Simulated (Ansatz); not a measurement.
# F₃H₂NSi + H₂: a complex and its separated parts

The complex below is one end of an elementary step. How strongly is it bound against its free parts?

Program: Ansatz 0.2.0, Gaussian basis. Level of theory: PBE0-D4/def2-TZVP structures, single points in def2-TZVPP, no counterpoise correction. These are calculated values, not measurements.

Levels: SPW92, PBE-D4, BLYP-D4, r2SCAN-D4, B97M-V, PBE0-D4, B3LYP-D4, r2SCAN0-D4, BHLYP-D4, CAM-B3LYP-D4, wB97X-V, wB97M-V, B2PLYP, PBE-QIDH, RPA on PBE, Hartree-Fock, MP2, CCSD, CCSD(T).

Correlated methods freeze the cores. B3LYP uses VWN-RPA correlation. B2PLYP carries no dispersion term here.

21 further runs of the same task are left out: 21 set aside as unsound or not needed.

## 1. Starting geometry

The complex: 9 atoms, charge 0, spin multiplicity 1.

Atoms are counted from 1 here; the program's logs count them from 0.

Bond lengths: Si1–F3 1.574 Å, Si1–F4 1.574 Å, Si1–F5 1.578 Å, Si1–N7 1.674 Å, H2–H6 0.747 Å, N7–H8 1.006 Å, N7–H9 1.006 Å. Angles: F3–Si1–F4 110.3°, F3–Si1–F5 105.8°, F3–Si1–N7 109.4°, F4–Si1–F5 105.8°, F4–Si1–N7 109.4°, F5–Si1–N7 115.9°, Si1–N7–H8 121.9°, Si1–N7–H9 121.9°, H8–N7–H9 112.6°.

Geometry (Å):

```mol
F3H4NSi
  3D, bonds by distance, orders not assigned

  9  7  0  0  0  0  0  0  0  0999 V2000
   -1.1386    0.2398   -0.4271 Si  0  0
    2.2419   -1.9743    1.2639 H   0  0
   -1.0548   -0.9338   -1.4721 F   0  0
   -1.8057   -0.2642    0.9062 F   0  0
   -2.1424    1.2919   -1.0402 F   0  0
    1.8031   -1.4424    0.9756 H   0  0
    0.4027    0.8049   -0.0995 N   0  0
    0.6036    1.3561    0.7173 H   0  0
    1.0903    0.9220   -0.8240 H   0  0
  1  3  8  0
  1  4  8  0
  1  5  8  0
  1  7  8  0
  2  6  8  0
  7  8  8  0
  7  9  8  0
M  END
```

Its parts: F₃H₂NSi holds atoms 1, 3, 4, 5, 7, 8, 9; H₂ holds atoms 2, 6. Each part counts its atoms afresh in its own runs.

## 2. Relaxing F₃H₂NSi alone

File relax-a/in.yaml:

```yaml
crystal:
  periodic: [false, false, false]
  atoms:
    - {symbol: Si, position_ang: [-1.138644, 0.239803, -0.427068]}
    - {symbol: F, position_ang: [-1.054795, -0.933815, -1.472101]}
    - {symbol: F, position_ang: [-1.805727, -0.264196, 0.906157]}
    - {symbol: F, position_ang: [-2.142375, 1.291923, -1.040211]}
    - {symbol: N, position_ang: [0.402686, 0.804949, -0.099541]}
    - {symbol: H, position_ang: [0.603612, 1.356129, 0.717279]}
    - {symbol: H, position_ang: [1.090305, 0.921958, -0.824010]}
basis:
  gaussian: {orbitals: def2-TZVP}
hamiltonian: {xc: pbe0, dispersion: d4}
relax: {f_tol: 0.005, max_steps: 200}
```

The command line of these runs was not kept.

After this run come: Relaxing H₂ alone; wB97M-V/def2-TZVPP; CCSD(T)/def2-TZVPP; Vibrations of F₃H₂NSi; Vibrations of H₂.

What does the calculation give? Wanted: complex less parts, CCSD(T)/def2-TZVPP; with zero-point energy; largest T1 diagnostic.

The runs gave:

| quantity | value |
| --- | --- |
| complex less parts, CCSD(T)/def2-TZVPP | -0.0184 eV |
| with zero-point energy | +0.0240 eV |
| largest T1 diagnostic | 0.011 |

In words: At CCSD(T) the complex lies 0.0184 eV below its parts. r2SCAN0-D4 is the best functional here (-0.0007 eV from CCSD(T)); SPW92 is the worst (-0.0358 eV). By rung, the mean size of the error is: LDA 0.0358, GGA 0.0133, meta-GGA 0.0054, hybrid 0.0066, range-separated hybrid 0.0056, double hybrid 0.0072 eV. PBE-D4 gives a relative energy 0.0200 eV too low, an error of 108 % of the reference. No counterpoise was applied, and triple zeta lacks some correlation, so the CCSD(T) reference has a basis error of its own, and close matches with it are partly luck.
